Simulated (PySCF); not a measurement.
# BH4Sb: the cost of one run

Programs: PySCF 2.14.0, with routines of our own; each step states its level. All values are computed. Atoms count from 0.

### 1 The system as given

6 atoms, charge 0, multiplicity 1; geometry from: GFN2-xTB.

### 2 Optimising the geometry at PBE0-D3(BJ)/def2-SVP

Job settings and geometry (Å):

```
{"job": {"xc": "PBE0", "basis": "def2-SVP", "d3": "d3bj", "grid": 1, "maxiter": 30, "shake": 0.01, "kind": "geom"}, "charge": 0, "multiplicity": 1}
B      1.042910     0.021860    -0.000610
Sb    -1.005990    -0.028370    -0.751550
H      1.532830     1.072270     0.130000
H      1.678910    -0.931470     0.073230
H     -1.666580     1.104680     0.282860
H     -1.557920    -1.268990     0.221390
```

Started as:

```bash
> OMP_NUM_THREADS=1 python heavy_run.py task.json out
```

This one command runs all jobs of the session in turn.

Q: Estimate the wall time and peak memory of this first job on 1 thread of Arm Neoverse V1, shared host.

About 6.8 s, with a peak of 0.29 GiB.
